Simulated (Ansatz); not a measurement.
# Se (diamond type): how the settings move a single-point run

Question: which choices in the input matter for Se (diamond type)?

Computed with Ansatz 0.2.0 (reference: DFT, LDA, PAW with Ansatz's default frozen-core files, scalar-relativistic, unless a step's input says otherwise).

1 further run of the same task is left out (for a known fault of the program). Runs told in other sessions of the task aren't counted.

**1. The starting structure**

It takes space group Fd-3m (No. 227, cubic). Conventional cell: a = 4.727 Å, b = 4.727 Å, c = 4.727 Å, α = 90.00°, β = 90.00°, γ = 90.00°. Around Se (site symmetry -43m) lie 4 Se at 2.05 Å.

As a file:

```
CELL_PARAMETERS angstrom
0.00000 2.36360 2.36360
2.36360 0.00000 2.36360
2.36360 2.36360 0.00000
ATOMIC_POSITIONS crystal
Se 0.87500 0.87500 0.87500
Se 0.12500 0.12500 0.12500
```

**2. Baseline**

Input file input.yaml:

```yaml
crystal:
  lattice:
    - [0.0, 2.3636033801, 2.3636033801]
    - [2.3636033801, 0.0, 2.3636033801]
    - [2.3636033801, 2.3636033801, 0.0]
  atoms:
    - { symbol: Se, position: [-0.125, -0.125, -0.125] }
    - { symbol: Se, position: [0.125, 0.125, 0.125] }
kpoints:
  mp_grid: { grid: [11, 11, 11] }
scf:
  occupations: { method: fermi_dirac, width: 0.08 }
hamiltonian:
  xc: lda
  pseudopotentials: { kind: paw }
output:
  forces: true
  stress: true
  eigenvalues: true
basis:
  ecutwfc: 1000
```

Command:

```bash
ansatz run input.yaml --threads 1 --pin off --max-ram 2048MiB --backend cpu --events-out ev --progress --plain --runs-dir out
```

**3. Variant: symmetry.detect false, scf.algorithm density_mixing**

input.yaml: that of step 2 with these lines changed.

```diff
@@ -8,2 +8,3 @@
     - { symbol: Se, position: [0.125, 0.125, 0.125] }
+  symmetry: { detect: false }
 kpoints:
@@ -12,2 +13,3 @@
   occupations: { method: fermi_dirac, width: 0.08 }
+  algorithm: density_mixing
 hamiltonian:
```

Q: Predict the outcome of this session. Wanted: for each run, ending; energy change; pressure; gap; force.

As calculated:

| run | ending | energy change | pressure (GPa) | gap (eV) | force (eV/Å) | cycles | time |
| --- | --- | --- | --- | --- | --- | --- | --- |
| reference | converged | 0 | 176.1 | 0.00 | 0.00 | 7 | 5.5 s |
| 1: symmetry.detect false, scf.algorithm density_mixing | converged | 0.0 meV/atom | 176.1 | 0.00 | 0.00 | 7 | 2 min |

Residual by cycle in the longest SCF loop of each run; runs are numbered as in the table. The quantity is the density residual dr2, in eV.

```
cycle  reference   run 1
    1     0.0271  0.0271
    2     0.0102  0.0102
    3     5.7e-4  5.7e-4
    4     1.9e-4  1.9e-4
    5     9.5e-6  9.5e-6
    6     2.6e-7  2.6e-7
    7     3.9e-9  4.0e-9
```

Energy and cycle count are those of the reference, so the change (use of symmetry and solver) left the result and the number of cycles as they were. Cost: 2 min against 5.5 s. Semilocal functionals close small gaps, so the missing gap need not be the real solid's. The structure is not at rest: the sound run finds 176 GPa, so these are no properties of the relaxed crystal. 
